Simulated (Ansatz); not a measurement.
# C₃H₃B (SMILES B=C=C=C): single points off equilibrium

The task here is to estimate one member of a computed series from the others.

The runs use Ansatz 0.2.0, Gaussian basis; single points in def2-TZVPP.

Correlated methods freeze the cores.

## Where the work starts

SMILES `B=C=C=C`, 7 atoms, charge 0, spin multiplicity 1.

Atoms are counted from 1 here; the program's logs count them from 0.

Bond lengths: B1–C2 1.339 Å, B1–H5 1.130 Å, C2–C3 1.312 Å, C3–C4 1.402 Å, C4–H6 1.024 Å, C4–H7 1.073 Å. Angles: C2–B1–H5 167.5°, B1–C2–C3 161.4°, C2–C3–C4 160.9°, C3–C4–H6 112.7°, C3–C4–H7 125.7°, H6–C4–H7 120.9°.

Coordinates:

```mol
C3H3B
  3D, bonds by distance, orders not assigned

  7  6  0  0  0  0  0  0  0  0999 V2000
   -2.2119   -0.2071    0.1991 B   0  0
   -0.8884   -0.0026    0.2084 C   0  0
    0.3586    0.0883   -0.1902 C   0  0
    1.7583    0.1613   -0.1558 C   0  0
   -3.3155   -0.3002    0.4238 H   0  0
    2.1818    0.0824   -1.0852 H   0  0
    2.3504    0.4289    0.6986 H   0  0
  1  2  8  0
  1  5  8  0
  2  3  8  0
  3  4  8  0
  4  6  8  0
  4  7  8  0
M  END
```

The first run:

Input file run/in.yaml:

```yaml
crystal:
  periodic: [false, false, false]
  atoms:
    - {symbol: B, position_ang: [-2.211900, -0.207100, 0.199100]}
    - {symbol: C, position_ang: [-0.888400, -0.002600, 0.208400]}
    - {symbol: C, position_ang: [0.358600, 0.088300, -0.190200]}
    - {symbol: C, position_ang: [1.758300, 0.161300, -0.155800]}
    - {symbol: H, position_ang: [-3.315500, -0.300200, 0.423800]}
    - {symbol: H, position_ang: [2.181800, 0.082400, -1.085200]}
    - {symbol: H, position_ang: [2.350400, 0.428900, 0.698600]}
basis:
  gaussian: {orbitals: def2-TZVPP}
correlation: {method: ccsd_t}
output: {forces: true}
```

No record of the launch command was kept for these runs.

Steps of the session up to this table: CCSD(T)/def2-TZVPP; PBE0-D4/def2-TZVPP; wB97M-V/def2-TZVPP; r2SCAN-D4/def2-TZVPP; PBE-D4/def2-TZVPP; BLYP-D4/def2-TZVPP; BHLYP-D4/def2-TZVPP.

One table of the session follows, with a row left open; its other results are not shown here.

| method | RMS force component (eV/Å) | angle to CCSD(T) forces (°) | dipole (D) |
| --- | --- | --- | --- |
| CCSD(T) | 1.615 | reference | 0.29 |
| PBE0-D4 | 1.823 | 6.6 | 0.38 |
| wB97M-V | 1.786 | 8.3 | 0.48 |
| r2SCAN-D4 | 1.771 | 5.5 | 0.31 |
| PBE-D4 | 1.739 | 4.0 | 0.25 |
| BLYP-D4 | 1.668 | 3.8 | 0.26 |
| BHLYP-D4 | ? | ? | ? |

**Question.** Estimate the row for BHLYP-D4.

**Answer.** RMS force component (eV/Å): 1.855; angle to CCSD(T) forces (°): 10.9; dipole (D): 0.52. In the column «RMS force component (eV/Å)» it is the highest.
